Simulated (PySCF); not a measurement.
# TeBr⁻: the SCF solver's settings

Do solver options change the result for TeBr⁻, or only the number of cycles?

Computed with PySCF 2.14.0. Level: each script names its method and basis.

3 further runs of the same task are left out: 2 for a known fault of the program, 1 that didn't finish.

### Step 1. Where the work starts

TeBr⁻: 2 atoms, charge -1, spin multiplicity 1.

Bond lengths: Te1–Br2 2.662 Å.

### Step 2. The run that the others are compared with

Contents of input.py:

```python
from pyscf import gto, scf

mol = gto.M(
    atom='Te 0 0 0; Br 0 0 2.662',
    basis='3-21g',
    charge=-1,
    spin=0,
    verbose=4,
)
mf = scf.RHF(mol)
mf.kernel()
mf.dip_moment()
print('orbital energies (hartree):', mf.mo_energy[..., max(0, mol.nelec[1]-3):mol.nelec[0]+3].round(4))
```

On the command line:

```bash
> OMP_NUM_THREADS=1 python input.py
```

The log of this run is left out.

In short: E(SCF) = -9142.829959 Eh, 8 cycles.

No relativity is included for the heavy element. The bond length is a typed value, not an optimised one. The dipole of an ion depends on the origin.

### Step 3. Initial guess 1e

Run 1 changes initial guess: minao → 1e.

Contents of input.py:

```python
from pyscf import gto, scf

mol = gto.M(
    atom='Te 0 0 0; Br 0 0 2.662',
    basis='3-21g',
    charge=-1,
    spin=0,
    verbose=4,
)
mf = scf.RHF(mol)
mf.init_guess = '1e'
mf.kernel()
mf.dip_moment()
print('orbital energies (hartree):', mf.mo_energy[..., max(0, mol.nelec[1]-3):mol.nelec[0]+3].round(4))
```

On the command line:

```bash
> OMP_NUM_THREADS=1 python input.py
```

### Step 4. Smearing width 0.005 hartree

Run 2 changes smearing width: none → 0.005 hartree.

Edit input.py of step 2 so:

```diff
@@ -10,2 +10,3 @@
 mf = scf.RHF(mol)
+mf = scf.addons.smearing_(mf, sigma=0.005, method='fermi')
 mf.kernel()
```

### Step 5. Convergence threshold 1e-13 hartree

Run 3 changes convergence threshold: default → 1e-13 hartree.

Edit input.py of step 2 so:

```diff
@@ -10,2 +10,3 @@
 mf = scf.RHF(mol)
+mf.conv_tol = 1e-13
 mf.kernel()
```

### Step 6. Damping 0.8

Run 4 changes damping: none → 0.8.

Edit input.py of step 2 so:

```diff
@@ -10,2 +10,4 @@
 mf = scf.RHF(mol)
+mf.damp = 0.8
+mf.diis_start_cycle = 8
 mf.kernel()
```

### Step 7. Initial guess hcore

Run 5 changes initial guess: minao → hcore.

Edit input.py of step 2 so:

```diff
@@ -10,2 +10,3 @@
 mf = scf.RHF(mol)
+mf.init_guess = 'hcore'
 mf.kernel()
```

Before running it: what results should come out? Wanted: for each run, E(SCF); from base; gap.

As calculated:

| run | E(SCF) (hartree) | from base (eV) | cycles | gap (eV) |
| --- | --- | --- | --- | --- |
| base | -9142.829959 | 0 | 8 | 8.67 |
| initial guess 1e | -9142.829959 | 0.0000 | 9 | 8.67 |
| smearing width 0.005 hartree | -9142.829959 | 0.0000 | 8 | n/a |
| convergence threshold 1e-13 hartree | -9142.829959 | 0.0000 | 29 | 8.67 |
| damping 0.8 | -9142.829959 | 0.0000 | 13 | 8.67 |
| initial guess hcore | -9142.829959 | 0.0000 | 9 | 8.67 |

Distance from each run's final energy (log10 hartree) by cycle:

| run | cycle 1 | cycle 2 | cycle 3 | cycle 5 | cycle 8 | cycle 12 |
| --- | --- | --- | --- | --- | --- | --- |
| base | -1.7 | -3.5 | -4.7 | -6.9 | -10.7 | done |
| initial guess 1e | -0.1 | -0.7 | -2.1 | -5.0 | -9.5 | done |
| smearing width 0.005 hartree | -1.7 | -3.5 | -4.7 | -6.9 | -10.5 | done |
| convergence threshold 1e-13 hartree | -1.7 | -3.5 | -4.7 | -6.9 | < -11 | < -11 |
| damping 0.8 | -1.7 | -1.9 | -2.1 | -2.5 | -4.5 | -9.1 |
| initial guess hcore | -0.1 | -0.7 | -2.1 | -5.0 | -9.5 | done |

With initial guess 1e or smearing width 0.005 hartree or convergence threshold 1e-13 hartree or damping 0.8 or initial guess hcore the SCF ends at the base energy. The base needs 8 cycles and the run with damping 0.8 needs 13.
